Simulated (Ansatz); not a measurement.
Write a Python script for Ansatz's Python interface that makes a rigid torsion scan of BH₈PSi₂, SMILES BP[SiH2][SiH3]. Level of theory (for the species named): CAM-B3LYP, cc-pVDZ basis, multiplicity 1.

```tsv
atom	x (Å)	y (Å)	z (Å)
B	2.5798	0.7292	0.2705
P	0.9293	0.5108	1.2439
Si	-0.0953	-0.5011	-0.4291
Si	-2.2797	-0.6208	0.0140
H	3.2725	-0.2053	0.0662
H	2.8839	1.7912	-0.1475
H	0.4231	1.8298	0.9055
H	0.1072	0.2622	-1.6697
H	0.4486	-1.8576	-0.5895
H	-2.4837	-1.3838	1.2542
H	-2.9687	-1.2924	-1.0979
H	-2.8168	0.7379	0.1794
```

`torsion.py`
```python
import ansatz as az
from ase import Atoms

SETTINGS = {
    'basis': 'cc-pVDZ',
    'xc': 'cam_b3lyp',
    'force_tol': 0.02,
}


def main() -> None:
    atoms = Atoms(['B', 'P', 'Si', 'Si', 'H', 'H', 'H', 'H', 'H', 'H', 'H', 'H'], positions=[
        (2.5798, 0.7292, 0.2705),
        (0.9293, 0.5108, 1.2439),
        (-0.0953, -0.5011, -0.4291),
        (-2.2797, -0.6208, 0.014),
        (3.2725, -0.2053, 0.0662),
        (2.8839, 1.7912, -0.1475),
        (0.4231, 1.8298, 0.9055),
        (0.1072, 0.2622, -1.6697),
        (0.4486, -1.8576, -0.5895),
        (-2.4837, -1.3838, 1.2542),
        (-2.9687, -1.2924, -1.0979),
        (-2.8168, 0.7379, 0.1794),
    ])

    first = (
        az.Crystal.molecule_from_ase(atoms).calculation()
        .basis(gaussian=SETTINGS['basis'])
        .functional(SETTINGS['xc'])
        .relax(force_tolerance=SETTINGS['force_tol'], max_steps=80)
    )
    atoms.positions = first.run().report['positions_ang']

    start = atoms.get_dihedral(3, 2, 1, 0)
    energies = {}
    for turn in range(0, 360, 40):
        turned = atoms.copy()
        turned.set_dihedral(3, 2, 1, 0, start + turn, indices=[0, 1, 4, 5, 6])
        model = (
            az.Crystal.molecule_from_ase(turned).calculation()
            .basis(gaussian=SETTINGS['basis'])
            .functional(SETTINGS['xc'])
        )
        energies[round((start + turn) % 360)] = model.run().report['free_energy_ev']
    floor = min(energies.values())
    print('dihedral Si3-Si2-P1-B0 (deg)   E - E(min) (eV)')
    for angle, e in sorted(energies.items()):
        print(f'{angle:8d} {(e - floor):14.3f}  ' + '#' * int(30 * (e - floor) / max(max(energies.values()) - floor, 1e-9)))


if __name__ == '__main__':
    main()
```

`python torsion.py` gives:
```text
dihedral Si3-Si2-P1-B0 (deg)   E - E(min) (eV)
      28          0.040  ###############
      68          0.039  ##############
     108          0.078  ##############################
     148          0.040  ###############
     188          0.000
     228          0.030  ###########
     268          0.032  ############
     308          0.026  #########
     348          0.074  ############################
```

The settings weren't tested for convergence. The scan is rigid and the energies are electronic, in a modest basis. With rigid groups the curve can differ much from the relaxed path, the start wasn't checked as a minimum of this torsion, and equivalent turns needn't return to the same energy. The whole script took 3.3 min on 1 thread of Arm Neoverse V1 (shared host), peak memory 0.38 GiB.
